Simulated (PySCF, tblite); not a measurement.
# C5H3ClFO radical: geometry, infrared bands and EPR parameters

Wanted: the infrared bands and EPR parameters of C5H3ClFO radical (`C=C1OC(Cl)=C[C]1F`), by calculation.

Programs: tblite 0.8.0 and PySCF 2.14.0, with density-fitted response routines of our own. Each step states its level of theory. These are calculated values for one molecule in the gas phase, unless marked as measured. Atoms are numbered from 0 throughout.

## (1) Starting geometry

11 atoms, charge 0, multiplicity 2; geometry from: force field or distance geometry start.

Bonds of the start (Å): C0–C1 1.32, C1–O2 1.40, O2–C3 1.40, C3–Cl4 1.70, C3–C5 1.35, C5–C6 1.42, C6–F7 1.33, C6–C1 1.44, C0–H8 1.09, C0–H9 1.09, C5–H10 1.08.

## (2) Optimising the geometry with GFN2-xTB

What the job is given:

```
{"job": {"kind": "relax", "xc": "GFN2-xTB", "basis": "xTB"}, "charge": 0, "multiplicity": 2}
C     -1.927200     0.744300    -0.179400
C     -0.669800     0.365400    -0.080500
O      0.439500     1.219800    -0.068700
C      1.583100     0.422300     0.053400
Cl     3.151600     1.078200     0.112500
C      1.305600    -0.892900     0.145800
C     -0.111700    -0.950100     0.062800
F     -0.817200    -2.081100     0.116900
H     -2.740400     0.022000    -0.169800
H     -2.192500     1.796000    -0.272300
H      1.984500    -1.721200     0.253200
```

Command:

```sh
> OMP_NUM_THREADS=1 python probes_run.py task.json out
```

The driver reads the jobs from task.json and runs them one after another.

**Question.** This job is followed by: GFN2-xTB harmonic vibrations, gas phase; UKS B3LYP, pcH-1 on C Cl F H O, non-relativistic, mean-field spin-orbit, GIAO. What will the session give for the following? strongest single infrared mode (GFN2-xTB); zero-point energy (GFN2-xTB); g(iso) (B3LYP); ⟨S²⟩; largest a(iso); surface potential, 1st and 99th percentile.

As calculated:

| quantity | value |
| --- | --- |
| strongest single infrared mode (GFN2-xTB) | 1465 cm⁻¹, 148 km/mol |
| zero-point energy (GFN2-xTB) | 40.9 kcal/mol |
| g(iso) (B3LYP) | 2.00368 |
| ⟨S²⟩ | 0.778 (exact 0.75) |
| largest a(iso) | 19F on F7, 59.2 MHz |
| surface potential, 1st and 99th percentile | -0.68 V and 1.31 V |

What this shows: Relaxing lowered the energy by 0.208 eV in 28 steps; the close pair that moved most is O2–C3, from 1.400 to 1.349 Å. All 27 modes are real, so the xTB geometry is a minimum. The strongest single mode, at 1465 cm⁻¹, is carried by C5, C3, C6. Unscaled tight-binding wavenumbers are off by several per cent, some by more. Its intensities can rank the bands wrongly. C0 carries the largest spin population, 0.63 e. The isotropic g lies 1.4 ppt above the free-electron value.
